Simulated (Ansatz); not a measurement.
# C₂H₄BCl: one species, many methods

The task here is to estimate one member of a computed series from the others.

The runs use Ansatz 0.2.0, Gaussian basis; functionals in def2-TZVPP, the program's frozen cores in correlated methods.

Levels to be run: LDA (SPW92), PBE-D4, revPBE-D4, BLYP-D4, r2SCAN-D4, B97M-V, PBE0-D4, B3LYP-D4, r2SCANh-D4, r2SCAN0-D4, HSE06-D4, BHLYP-D4, CAM-B3LYP-D4, LC-ωPBE, ωB97X-V, ωB97M-V, B2PLYP, PBE-QIDH; CCSD(T)/def2-SVP; CCSD(T)/def2-TZVPP; MP2/def2-QZVPP; extrapolation to the limit; RPA on PBE.

### The relaxed structure

An earlier PBE0-D4 in a triple-zeta def2 set relaxation fixed the geometry.

SMILES `BC(=C)Cl`, 8 atoms, charge 0, spin multiplicity 1.

Atoms are counted from 1 here; the program's logs count them from 0.

Bond lengths: B1–C2 1.537 Å, B1–H5 1.192 Å, B1–H6 1.195 Å, C2–C3 1.337 Å, C2–Cl4 1.742 Å, C3–H7 1.085 Å, C3–H8 1.084 Å. Angles: C2–B1–H5 121.8°, C2–B1–H6 117.2°, H5–B1–H6 120.9°, B1–C2–C3 121.8°, B1–C2–Cl4 119.3°, C3–C2–Cl4 118.9°, C2–C3–H7 123.1°, C2–C3–H8 118.8°, H7–C3–H8 118.1°.

The first run:

Contents of in.yaml:

```yaml
crystal:
  periodic: [false, false, false]
  atoms:
    - {symbol: B, position_ang: [-0.436022, 1.160530, -0.380015]}
    - {symbol: C, position_ang: [-0.184545, -0.349926, -0.245563]}
    - {symbol: C, position_ang: [0.688704, -0.842064, 0.639157]}
    - {symbol: Cl, position_ang: [-1.058713, -1.454360, -1.271090]}
    - {symbol: H, position_ang: [-1.214558, 1.600349, -1.167658]}
    - {symbol: H, position_ang: [0.183784, 1.884478, 0.341307]}
    - {symbol: H, position_ang: [0.882584, -1.903311, 0.752251]}
    - {symbol: H, position_ang: [1.230966, -0.152698, 1.275711]}
basis:
  gaussian: {orbitals: def2-TZVPP}
hamiltonian: {xc: lda}
output: {orbitals: {seedname: orbitals}}
```

Launch:

```console
$ ansatz run in.yaml --threads 2 --pin off --events-out ev --progress --plain --max-ram 4352MiB
```

Steps of the session up to this table: LDA; PBE-D4 (GGA); revPBE-D4 (GGA); BLYP-D4 (GGA); r2SCAN-D4 (meta-GGA); B97M-V (meta-GGA); B3LYP-D4 (hybrid); r2SCANh-D4 (hybrid); r2SCAN0-D4 (hybrid); HSE06-D4 (hybrid); BHLYP-D4 (hybrid); CAM-B3LYP-D4 (range-separated); LC-ωPBE (range-separated); ωB97X-V (range-separated); ωB97M-V (range-separated); B2PLYP (double hybrid); PBE-QIDH (double hybrid).

One table of the session follows, with a row left open; its other results are not shown here.

It belongs to the step «Frontier levels by functional». 

| functional | HOMO (eV) | LUMO (eV) | gap (eV) |
| --- | --- | --- | --- |
| LDA (SPW92) | -6.94 | -3.73 | 3.21 |
| PBE-D4 | -6.76 | -3.45 | 3.31 |
| revPBE-D4 | -6.69 | -3.34 | 3.35 |
| BLYP-D4 | -6.58 | -3.28 | 3.30 |
| r2SCAN-D4 | -6.97 | -3.21 | 3.76 |
| B97M-V | -7.02 | -3.22 | 3.80 |
| PBE0-D4 | -7.88 | -2.48 | 5.40 |
| B3LYP-D4 | -7.64 | -2.68 | 4.96 |
| r2SCANh-D4 | -7.39 | -2.86 | 4.53 |
| r2SCAN0-D4 | -8.02 | -2.34 | 5.68 |
| HSE06-D4 | ? | ? | ? |
| BHLYP-D4 | -8.83 | -1.39 | 7.43 |
| CAM-B3LYP-D4 | -9.15 | -1.36 | 7.80 |
| LC-ωPBE | -10.52 | -0.21 | 10.31 |
| ωB97X-V | -10.14 | -0.27 | 9.87 |
| ωB97M-V | -10.04 | -0.44 | 9.59 |

**Question.** Estimate the row for HSE06-D4.

**Answer.** HOMO (eV): -7.48; LUMO (eV): -2.86; gap (eV): 4.61. In the column «HOMO (eV)» it lies between B3LYP-D4 (-7.64) and r2SCANh-D4 (-7.39).
